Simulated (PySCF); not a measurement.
**LaS: from the state search to spectroscopic constants**

Aim: find the lowest electronic state of LaS, scan its bond at several levels of theory, and get bond length, wavenumber and dissociation energy from each curve.

Method: La def2-TZVPP with ECP46, S def2-TZVPP, scalar-relativistic core potentials; program: PySCF 2.14.0.

## 1. The job

A driver script around PySCF takes these settings:

```json
{
 "atoms": "La, S",
 "charge": "0",
 "basis": "La def2-TZVPP with ECP46, S def2-TZVPP",
 "Hamiltonian": "scalar-relativistic core potentials",
 "basis functions": "98",
 "electrons treated": "27",
 "masses in u": "138.9063, 31.9721",
 "levels": "PBE0, PBE, r²SCAN, B2PLYP, TPSSh, TPSS, MN15, ωB97M-V, HF, MP2, SCS-MP2, CCSD, CCSD(T)",
 "grid": "80 radial by 434 angular points",
 "occupations": "held fixed by the projection of orbital angular momentum",
 "dissociation limit": "La + S, each in its ground configuration",
 "starting distance in angstrom": "2.374",
 "values of 2S to try": "1, 3"
}
```

Launch:

```console
$ OMP_NUM_THREADS=2 python dia.py task.json out
```

After this run come: PBE0 along the bond; PBE; r²SCAN (meta-GGA); B2PLYP (double hybrid); TPSSh (hybrid meta-GGA); TPSS (meta-GGA); MN15 (hybrid meta-GGA); ωB97M-V (range-separated hybrid); UHF; Correlated methods on the Hartree–Fock reference.

Q: Predict the outcome of this session. Wanted: for each run, Re; ωe; De; μ.

**Answer**, as computed:

Lowest PBE0 solution found, without spin–orbit coupling: ²Σ⁺ (doublet), unpaired electrons σ ↑, about 0.1 electrons in the 4f shell (Mulliken).

| level | Re (Å) | ωe (cm⁻¹) | De (eV) | μ (D) |
| --- | --- | --- | --- | --- |
| UHF | 2.409 | 469 | 3.61 | -6.84 |
| UHF-MP2 | 2.396 | 462 | 5.96 | n/a |
| UHF-SCS-MP2 | 2.401 | 460 | 5.73 | n/a |
| UHF-CCSD | 2.400 | 463 | 5.26 | n/a |
| UHF-CCSD(T) | 2.413 | 447 | 5.56 | n/a |
| PBE | 2.408 | 443 | 5.98 | -5.75 |
| TPSS | 2.416 | 441 | 5.77 | -6.01 |
| r²SCAN | 2.404 | 452 | 5.69 | -6.01 |
| TPSSh | 2.407 | 449 | 5.69 | -6.15 |
| PBE0 | 2.389 | 463 | 5.73 | -6.14 |
| MN15 | 2.388 | 463 | 5.49 | -6.60 |
| ωB97M-V | 2.390 | 469 | 5.58 | -6.47 |
| B2PLYP | 2.412 | 446 | 5.71 | -6.71 |

De is counted to La + S in their ground configurations. A positive dipole means La(−)S(+).

Differences from CCSD(T) in the same basis:

| level | Re (mÅ) | ωe (%) |
| --- | --- | --- |
| UHF | -4 | +5.0 |
| UHF-MP2 | -17 | +3.3 |
| UHF-SCS-MP2 | -12 | +3.0 |
| UHF-CCSD | -12 | +3.5 |
| PBE | -5 | -0.8 |
| TPSS | +3 | -1.4 |
| r²SCAN | -9 | +1.2 |
| TPSSh | -6 | +0.5 |
| PBE0 | -24 | +3.6 |
| MN15 | -25 | +3.7 |
| ωB97M-V | -23 | +5.0 |
| B2PLYP | -1 | -0.3 |

**Reading.** Judged by CCSD(T) in the same basis: best bond length B2PLYP (-1 mÅ), worst MN15 (-25 mÅ); best wavenumber B2PLYP (-0.3 %), worst UHF and ωB97M-V (+5.0 %). Hartree–Fock makes the bond too short and too stiff against this reference, as it mostly does. Of the levels with a De here, UHF gives the least (3.61 eV) and PBE the most (5.98 eV).

Correlated steps freeze 5 core orbitals. These are scalar-relativistic numbers at best; spin–orbit coupling would shift them, the dissociation energy most. B2PLYP dipoles, levels and charges come from its SCF part alone. With d or f electrons several states lie close, and the lowest PBE0 determinant need not be the measured ground state. With spin–orbit coupling the term label itself may not hold.
